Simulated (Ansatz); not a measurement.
# Hf2Bi2O: the cost of one run

Computed with Ansatz 0.2.0 (DFT PBE, scalar-relativistic, plane waves, PAW, unless a step's input says otherwise).

## Step 1: The system as given

Symmetry: P-6m2, No. 187, hexagonal system. Conventional cell: a = 4.030 Å, b = 4.030 Å, c = 8.156 Å, α = 90.00°, β = 90.00°, γ = 120.00°. Hf (site symmetry 3m) has 6 Bi at 2.87 Å and 3 O at 3.34 Å in its first shell of neighbours. Bi (site symmetry -6m2) is surrounded by 3 Bi at 2.33 Å and 6 Hf at 2.87 Å. O (site symmetry -6m2) is surrounded by 6 Hf at 3.34 Å.

Structure file:

```xyz
5
Lattice="4.0301 0.0000 0.0000 -2.0150 3.4901 0.0000 0.0000 0.0000 8.1555" Properties=species:S:1:pos:R:3 pbc="T T T"
Hf    0.0000    2.3268    1.6756
Hf    0.0000    2.3268    6.4799
Bi    2.0150    1.1634    0.0000
Bi    0.0000    0.0000    0.0000
O     0.0000    0.0000    4.0778
```

A structure generator made this guess: species swapped into a database cell of La2Cu2I (P-6m2, No. 187), with Hf on the La sites, Bi on the Cu sites and O on the I sites. The dimensions are guesses.

## Step 2: The guess as it stands, on a coarse mesh

input.yaml

```yaml
crystal:
  lattice:
    - [4.03005201, 0.0, 0.0]
    - [-2.015026, 3.49012742, 0.0]
    - [0.0, 0.0, 8.15553258]
  atoms:
    - { symbol: Hf, position: [0.33333333, 0.66666667, 0.20546032] }
    - { symbol: Hf, position: [0.33333333, 0.66666667, 0.79453968] }
    - { symbol: Bi, position: [0.66666667, 0.33333333, 0.0] }
    - { symbol: Bi, position: [0.0, 0.0, 0.0] }
    - { symbol: O, position: [0.0, 0.0, 0.5] }
basis:
  ecutwfc: 420
kpoints:
  mp_grid: { grid: [6, 6, 2] }
hamiltonian:
  xc: pbe
scf:
  occupations: { method: gaussian, width: 0.1 }
  lower_state_search: "off"
output:
  forces: true
  stress: true
  eigenvalues: true
```

On the command line:

```console
$ ansatz run input.yaml --threads 1 --pin off --max-ram 2560MiB --backend cpu --events-out ev --progress --plain --runs-dir out
```

Q: Estimate wall time and peak memory on 1 thread of Intel Xeon at 2.50GHz (Skylake/Cascade Lake), shared host.

About 18 s, with a peak of 0.4 GiB.
